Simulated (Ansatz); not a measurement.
**B2H4SSi: one species, many methods**

How much do the methods differ for B2H4SSi? The plan is to run it at one geometry with functionals of several rungs and with coupled cluster. The yardstick is the atomisation energy at the CCSD(T) limit.

The runs use Ansatz 0.2.0, Gaussian basis; functionals in def2-TZVPP, the program's frozen cores in correlated methods.

Plan: LDA (SPW92), PBE-D4, revPBE-D4, BLYP-D4, r2SCAN-D4, B97M-V, PBE0-D4, B3LYP-D4, r2SCANh-D4, r2SCAN0-D4, HSE06-D4, BHLYP-D4, CAM-B3LYP-D4, LC-ωPBE, ωB97X-V, ωB97M-V, B2PLYP, PBE-QIDH; CCSD(T)/def2-SVP; CCSD(T)/def2-TZVPP; MP2/def2-QZVPP; extrapolation to the limit; RPA on PBE.

### Step 1. The relaxed structure

An earlier PBE0-D4 in a triple-zeta def2 set relaxation fixed the geometry.

SMILES `B[SiH]1BS1`, 8 atoms, charge 0, spin multiplicity 1.

Atoms are counted from 1 here; the program's logs count them from 0.

Bond lengths: B1–Si2 1.966 Å, B1–H5 1.195 Å, B1–H6 1.194 Å, Si2–B3 1.968 Å, Si2–S4 2.194 Å, Si2–H7 1.484 Å, B3–S4 1.743 Å, B3–H8 1.184 Å. Angles: Si2–B1–H5 121.6°, Si2–B1–H6 119.0°, H5–B1–H6 119.2°, B1–Si2–B3 119.4°, B1–Si2–S4 115.9°, B1–Si2–H7 120.9°, B3–Si2–S4 49.1°, B3–Si2–H7 117.8°, S4–Si2–H7 111.6°, Si2–B3–S4 72.2°, Si2–B3–H8 151.7°, S4–B3–H8 136.1°, Si2–S4–B3 58.7°.

### Step 2. LDA

This LDA is Slater exchange with PW92 correlation.

File in.yaml:

```yaml
crystal:
  periodic: [false, false, false]
  atoms:
    - {symbol: B, position_ang: [-0.375039, 1.628410, -0.064837]}
    - {symbol: Si, position_ang: [0.662782, -0.039997, -0.141991]}
    - {symbol: B, position_ang: [-0.169225, -1.722430, 0.451071]}
    - {symbol: S, position_ang: [-0.238763, -1.678329, -1.289611]}
    - {symbol: H, position_ang: [0.101508, 2.644203, 0.346485]}
    - {symbol: H, position_ang: [-1.531371, 1.605825, -0.361563]}
    - {symbol: H, position_ang: [2.139092, -0.013400, -0.293913]}
    - {symbol: H, position_ang: [-0.496785, -2.481384, 1.298459]}
basis:
  gaussian: {orbitals: def2-TZVPP}
hamiltonian: {xc: lda}
output: {orbitals: {seedname: orbitals}}
```

Launch:

```sh
$ ansatz run in.yaml --threads 2 --pin off --events-out ev --progress --plain --max-ram 4352MiB
```

Further steps of the session: PBE-D4 (GGA); revPBE-D4 (GGA); BLYP-D4 (GGA); r2SCAN-D4 (meta-GGA); B97M-V (meta-GGA); B3LYP-D4 (hybrid); r2SCANh-D4 (hybrid); r2SCAN0-D4 (hybrid); HSE06-D4 (hybrid); BHLYP-D4 (hybrid); CAM-B3LYP-D4 (range-separated); LC-ωPBE (range-separated); ωB97X-V (range-separated); ωB97M-V (range-separated); B2PLYP (double hybrid); PBE-QIDH (double hybrid); CCSD(T) in def2-SVP; CCSD(T) in def2-TZVPP; MP2 in def2-QZVPP; RPA on PBE orbitals.

Q: Predict the results of all the runs planned. Wanted: atomisation energy, CCSD(T)/CBS; farthest beyond LDA; mean size of error, GGA; mean size of error, meta-GGA; mean size of error, hybrid; mean size of error, range-separated; mean size of error, double hybrid; gap, smallest and largest; T1 diagnostic.

**Answer**, as computed:

| quantity | value |
| --- | --- |
| atomisation energy, CCSD(T)/CBS | 2603.9 kJ/mol |
| functionals within 13.0 kJ/mol (0.5 %) | BLYP-D4, LC-ωPBE |
| farthest beyond LDA | B97M-V (+78.6 kJ/mol) |
| mean size of error, GGA | 30.6 kJ/mol |
| mean size of error, meta-GGA | 71.1 kJ/mol |
| mean size of error, hybrid | 35.4 kJ/mol |
| mean size of error, range-separated | 21.5 kJ/mol |
| mean size of error, double hybrid | 16.5 kJ/mol |
| gap, smallest and largest | 2.58 eV (LDA (SPW92)), 9.02 eV (LC-ωPBE) |
| T1 diagnostic | 0.0200 |
| triples share of the correlation energy | 4.8 % |

**Reading.** The LDA atomisation energy is off by 371.9 kJ/mol (14 %): it overbinds. PBE-D4 is off by +71.8 kJ/mol. Double hybrids carry the basis error of their MP2 part in triple zeta, and no dispersion term here, so their miss is partly the set-up's. Taken by rung, double hybrid functionals do best (16.5 kJ/mol on average) and meta-GGA ones worst beyond LDA (71.1 kJ/mol). The gap between the best rungs is small, so their order is not settled. The reference freezes the cores and leaves out relativity and excitations past (T), so misses under about 13.0 kJ/mol can't be ranked. Hartree-Fock recovers 76 % of the binding; the rest is correlation. CCSD(T) in def2-SVP is off by -145.2 kJ/mol, which most functionals beat. The gap grows from 2.6 to 9.0 eV across the functionals, mostly with the share of exact exchange.
